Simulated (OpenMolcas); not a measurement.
# Re⁴⁺ among point charges: CASSCF and CASPT2 levels and susceptibility

How does a field of 6 point charges split the states of Re⁴⁺, and what χT follows?

Method: state-averaged CASSCF and CASPT2, spin-orbit coupling by RASSI with atomic mean-field integrals. Code: OpenMolcas 26.06.

### Step 1. The atom as given

```
Species                           : Re⁴⁺ (rhenium, Z = 75, 71 electrons)
Basis                             : ANO-RCC-VDZP [7s6p4d2f1g], 68 functions
Scalar Hamiltonian                : DKH2, point nucleus
Inactive shells                   : 1s 2s 2p 3s 3p 3d 4s 4p 4d 4f 5s 5p
Active space                      : 3 electrons in 5 orbitals (5d)
Some configurations of this space : 5d³
Orbitals                          : optimised for each spin and parity, averaged over all roots
```

The outer shells:

5d3
```
5d [↑ ][↑ ][↑ ][  ][  ]
```

The ion sits among 6 point charges of -1.5 e arranged as an octahedron (Oh), 1.83 Å from the ion.

Each step is its own input file, run in one work folder so that later steps find the files of earlier ones. Labels, J, g values, rates, χT and fits are worked out afterwards by a script from the matrices that RASSI stores. The input lists half of the charges; inversion (Group=XYZ) makes the rest.

### Step 2. GATEWAY and SEWARD: basis and integrals

a.inp

```
&GATEWAY
Coord
1

Re 0.0 0.0 0.0
Basis=ANO-RCC-VDZP
Group=XYZ
NoMove
AngMom=0.0 0.0 0.0
AMFI
XField
3 Angstrom 0
1.830000 0.000000 0.000000 -1.500000
0.000000 1.830000 0.000000 -1.500000
0.000000 0.000000 1.830000 -1.500000
&SEWARD
```

On the command line:

```bash
$ OMP_NUM_THREADS=1 MOLCAS_MEM=1689 MOLCAS_PROJECT=a pymolcas a.inp > a.log
```

### Step 3. CASSCF: quartets of even parity, 10 roots

a.inp

```
&RASSCF
FileOrb=start.orb
Symmetry=1
Spin=4
nActEl=3 0 0
Inactive=15 19
Ras2=5 0
CIRoot=10 10 1
SDav=10
CIMx=300
Iter=120 100
PrWF=0.3
OrbListing=Nothing
MaxOrb=0
>>> COPY $Project.JobIph JOB001
```

start.orb holds the contracted functions of the basis, ordered by shell, or the orbitals of the step before.

### Step 4. Reference wave functions, doublets of even parity, 40 roots

a.inp

```
&RASSCF
FileOrb=start.orb
Symmetry=1
Spin=2
nActEl=3 0 0
Inactive=15 19
Ras2=5 0
CIRoot=40 40 1
SDav=40
CIMx=300
Iter=120 100
PrWF=0.3
OrbListing=Nothing
MaxOrb=0
>>> COPY $Project.JobIph JOB002
```

### Step 5. State interaction with spin-orbit coupling

a.inp

```
&RASSI
NrOfJobIphs=2 10 40
1 2 3 4 5 6 7 8 9 10
1 2 3 4 5 6 7 8 9 10 11 12 13 14 15 16 17 18 19 20 21 22 23 24 25 26 27
28 29 30 31 32 33 34 35 36 37 38 39 40
IphNames
JOB001
JOB002
EJob
SpinOrbit
DIPRint=1.0
SOCoupling=1000.0
Subsets=2
Property=9
'ANGMOM' 1 'ANGMOM' 2 'ANGMOM' 3 'MLTPL  1' 1 'MLTPL  1' 2 'MLTPL  1' 3
'AMFI' 1 'AMFI' 2 'AMFI' 3
SOProperty=3
'ANGMOM' 1 'ANGMOM' 2 'ANGMOM' 3
```

### Step 6. CASPT2: IPEA 0.25, imaginary shift 0.1 (closed shells correlated: 5s 5p)

a.inp

```
>>> COPY JOB001 $Project.JobIph
&CASPT2
Multistate=10 1 2 3 4 5 6 7 8 9 10
NoMult
Frozen=14 16
IPEA=0.25
Imaginary=0.1
MaxIter=60
WThr=0.0 0.3 0.05
PrWF=0.5
NoMix
>>> COPY JOB002 $Project.JobIph
&CASPT2
Multistate=40 1 2 3 4 5 6 7 8 9 10 11 12 13 14 15 16 17 18 19 20 21 22
23 24 25 26 27 28 29 30 31 32 33 34 35 36 37 38 39 40
NoMult
Frozen=14 16
IPEA=0.25
Imaginary=0.1
MaxIter=60
WThr=0.0 0.3 0.05
PrWF=0.5
NoMix
```

(Steps that only read results are left out.)

**Question.** What will these runs give? Wanted: spin-free ground state; first state of the same spin within the active space; lowest level; next level.

As calculated:

| quantity | value |
| --- | --- |
| method | SS-CASPT2, IPEA 0.25, imaginary shift 0.1 (closed shells correlated: 5s 5p) |
| spin-free ground state | 4A2, 1-fold in its orbital part |
| first state of the same spin within the active space | 4T2 at 15400 cm⁻¹ |
| lowest level | 4-fold Γ8 |
| next level | 10632.3 cm⁻¹ |
| χT at 300 K | 0.67 cm³ K/mol |
| effective moment at 300 K | 2.31 μB |

Cost by method:

```
                                              method  time of its own steps  time with the reference
                                           A. CASSCF                   10 s                     10 s
B. SS-CASPT2, IPEA 0.25, imaginary shift 0.1, +5s 5p                    5 s                     15 s
```

Times are of one thread on a shared host.

The spin-free ground state (4A2) comes to 100 % from free-ion F terms and keeps the highest spin of the shell. χT at 300 K is 0.67, against 1.88 cm³ K/mol for the spin alone, so spin-orbit coupling lowers it. A ligand-field fit to the states below 45000 cm-1 gives 10Dq = 15690 cm-1, B = 705 cm-1 and C = 2944 cm-1 (C/B = 4.18), with a deviation of 198 cm-1. CASPT2 does not keep the components of a term degenerate, and the means are used. The field of point charges can differ much from that of real complexes. Point charges carry no covalency, so the field is a model and not that of real ligands.
